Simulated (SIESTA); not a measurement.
# Ba2Tl5V3O12: band structure with PBE

Crystal: Ba2Tl5V3O12.

```
Ba V Tl O
1.0
     8.15421    0.00000    0.00000
    -4.07711    7.06176    0.00000
     0.00000    0.00000    6.92128
Ba V Tl O
2 3 5 12
Direct
  0.00000 0.00000 0.23552
  0.00000 0.00000 0.76448
  0.50000 0.00000 0.00000
  0.00000 0.50000 0.00000
  0.50000 0.50000 0.00000
  0.50000 0.00000 0.50000
  0.00000 0.50000 0.50000
  0.50000 0.50000 0.50000
  0.33333 0.66667 0.22489
  0.66667 0.33333 0.77511
  0.33890 0.34334 0.81444
  0.65666 0.99556 0.81444
  0.00444 0.66110 0.81444
  0.34334 0.33890 0.18556
  0.99556 0.65666 0.18556
  0.66110 0.00444 0.18556
  0.66110 0.65666 0.18556
  0.34334 0.00444 0.18556
  0.99556 0.33890 0.18556
  0.65666 0.66110 0.81444
  0.00444 0.34334 0.81444
  0.33890 0.99556 0.81444
```

The cell was built by a generator and needn't be a form met in nature.

- Program: SIESTA 5.4.2
- Task: band structure
- Functional: PBE
- Potentials or basis: PseudoDojo 0.4 standard (PBE files)
- Basis: DZP (energy shift 0.003 Ry; two zetas on semicore shells; d shell added on Ba)
- Grid cutoff: 800 Ry
- Energy shift: 0.003 Ry
- k mesh: 4 × 4 × 4
- Occupations: fermi-dirac, width 0.05 eV
- Spin: collinear spin, ferromagnetic start
- Starting moments: [0.0, 0.0, 2.0, 2.0, 2.0, 0.0, 0.0, 0.0, 0.0, 0.0, 0.0, 0.0, 0.0, 0.0, 0.0, 0.0, 0.0, 0.0, 0.0, 0.0, 0.0, 0.0] μB
- MPI ranks: 4

| Property | Result |
| --- | --- |
| Pressure | 1.6 GPa |
| Largest force | 0.225 eV/Å |
| Band gap on the k mesh | none (metal or under the smearing width) |
| Net moment | 0.00 μB per cell |

Forces on the atoms (eV/Å):
```
Ba   0.000  0.000  0.184
Ba   0.000  0.000 -0.184
V    0.000  0.000  0.000
V    0.000  0.000  0.000
V    0.000  0.000  0.000
Tl   0.000  0.000  0.000
Tl   0.000  0.000  0.000
Tl   0.000  0.000  0.000
Tl   0.000  0.000 -0.032
Tl   0.000  0.000  0.032
O   -0.083 -0.160 -0.134
O    0.180  0.008 -0.134
O   -0.097  0.151 -0.134
O   -0.097 -0.151  0.134
O   -0.083  0.160  0.134
O    0.180 -0.008  0.134
O    0.083  0.160  0.134
O   -0.180 -0.008  0.134
O    0.097 -0.151  0.134
O    0.097  0.151 -0.134
O    0.083 -0.160 -0.134
O   -0.180  0.008 -0.134
```

Stress tensor (GPa, compression positive):
```
1.13 0.00 0.00
0.00 1.13 0.00
0.00 0.00 2.66
```

Levels at the corners of the path, in eV from the Fermi level:
Spin up:
| point | band 95 | band 96 | band 97 | band 98 | band 99 | band 100 | band 101 | band 102 |
| --- | --- | --- | --- | --- | --- | --- | --- | --- |
| Γ | -0.48 | -0.48 | -0.30 | -0.12 | 0.18 | 0.78 | 0.78 | 0.79 |
| M | -0.75 | -0.55 | -0.31 | -0.30 | -0.24 | 0.53 | 0.74 | 0.76 |
| K | -0.83 | -0.50 | -0.33 | -0.33 | 0.17 | 0.17 | 0.65 | 0.75 |
| Γ | -0.48 | -0.48 | -0.30 | -0.12 | 0.18 | 0.78 | 0.78 | 0.79 |
| A | -0.56 | -0.29 | 0.34 | 0.76 | 0.76 | 0.77 | 0.77 | 1.62 |
| L | -0.67 | -0.53 | -0.12 | 0.73 | 0.75 | 0.80 | 1.06 | 1.74 |
| H | -0.76 | -0.29 | -0.29 | 0.67 | 0.73 | 0.93 | 0.93 | 1.86 |
| A | -0.56 | -0.29 | 0.34 | 0.76 | 0.76 | 0.77 | 0.77 | 1.62 |
| L | -0.67 | -0.53 | -0.12 | 0.73 | 0.75 | 0.80 | 1.06 | 1.74 |
| M | -0.75 | -0.55 | -0.31 | -0.30 | -0.24 | 0.53 | 0.74 | 0.76 |
| K | -0.83 | -0.50 | -0.33 | -0.33 | 0.17 | 0.17 | 0.65 | 0.75 |
| H | -0.76 | -0.29 | -0.29 | 0.67 | 0.73 | 0.93 | 0.93 | 1.86 |
Spin down:
```tsv
point	band 94	band 95	band 96	band 97	band 98	band 99	band 100	band 101	band 102	band 103
Γ	-0.68	-0.48	-0.48	-0.30	-0.12	0.18	0.78	0.78	0.79	1.41
M	-0.77	-0.75	-0.55	-0.31	-0.30	-0.24	0.53	0.74	0.76	1.79
K	-0.83	-0.83	-0.50	-0.33	-0.33	0.17	0.17	0.65	0.75	1.89
Γ	-0.68	-0.48	-0.48	-0.30	-0.12	0.18	0.78	0.78	0.79	1.41
A	-0.63	-0.56	-0.29	0.34	0.76	0.76	0.77	0.77	1.62	1.83
L	-0.74	-0.67	-0.53	-0.12	0.73	0.75	0.80	1.06	1.74	1.90
H	-0.76	-0.76	-0.29	-0.29	0.67	0.73	0.93	0.93	1.86	1.86
A	-0.63	-0.56	-0.29	0.34	0.76	0.76	0.77	0.77	1.62	1.83
L	-0.74	-0.67	-0.53	-0.12	0.73	0.75	0.80	1.06	1.74	1.90
M	-0.77	-0.75	-0.55	-0.31	-0.30	-0.24	0.53	0.74	0.76	1.79
K	-0.83	-0.83	-0.50	-0.33	-0.33	0.17	0.17	0.65	0.75	1.89
H	-0.76	-0.76	-0.29	-0.29	0.67	0.73	0.93	0.93	1.86	1.86
```

It took 14 min on 4 MPI ranks on Arm Neoverse N1, on a shared host, peak memory 0.74 GiB a rank.

Caveat: this set's barium file shifts pressures by up to 1 GPa against other sets; spin-orbit coupling is left out, which moves the levels of the heavy elements; the basis of atomic orbitals isn't converged, which shifts pressures, moduli and gaps; semilocal functionals often make such compounds metallic where correlation or magnetic order opens a gap, which also shifts bond lengths. With open d or f shells a metallic result of PBE can be an artefact of self-interaction; +U or a hybrid may open a gap.
